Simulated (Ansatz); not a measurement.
# Ta2: the cost of one run

Computed with Ansatz 0.2.0, Gaussian basis. Level: def2-QZVPP, core rule «outside noble gas», up to 8 orbitals frozen.

To be run: UHF; ROHF; CCSD(T) on UHF.

### 1 What is computed

The geometry is a PBE0/def2-TZVP stationary point (not a proven minimum) of the parent state, kept for this charge and spin. No spin-orbit coupling is included. Elements past krypton take def2 core potentials.

2 atoms, charge 1, spin multiplicity 8.

Atoms are counted from 1 here; the program's logs count them from 0.

Bond lengths: Ta1–Ta2 2.422 Å.

### 2 UHF

in.yaml

```yaml
crystal:
  periodic: [false, false, false]
  atoms:
    - {symbol: Ta, position_ang: [0.000000, 0.000000, 0.000000]}
    - {symbol: Ta, position_ang: [0.000000, 0.000000, 2.421800]}
basis:
  gaussian: {orbitals: "def2-QZVPP.json"}
total_charge: 1
magnetization: {spin_polarized: true, initial_magnetization: 7}
hamiltonian: {xc: hf}
output: {orbitals: {seedname: orbitals}}
```

The run is started by

```bash
$ ansatz run in.yaml --threads 1 --pin off --events-out ev --progress --plain --max-ram 4096MiB --backend cpu
```

Q: Estimate wall time and peak memory on 1 thread of AMD EPYC 7R13, shared host.

About 67 s, with a peak of 0.43 GiB.
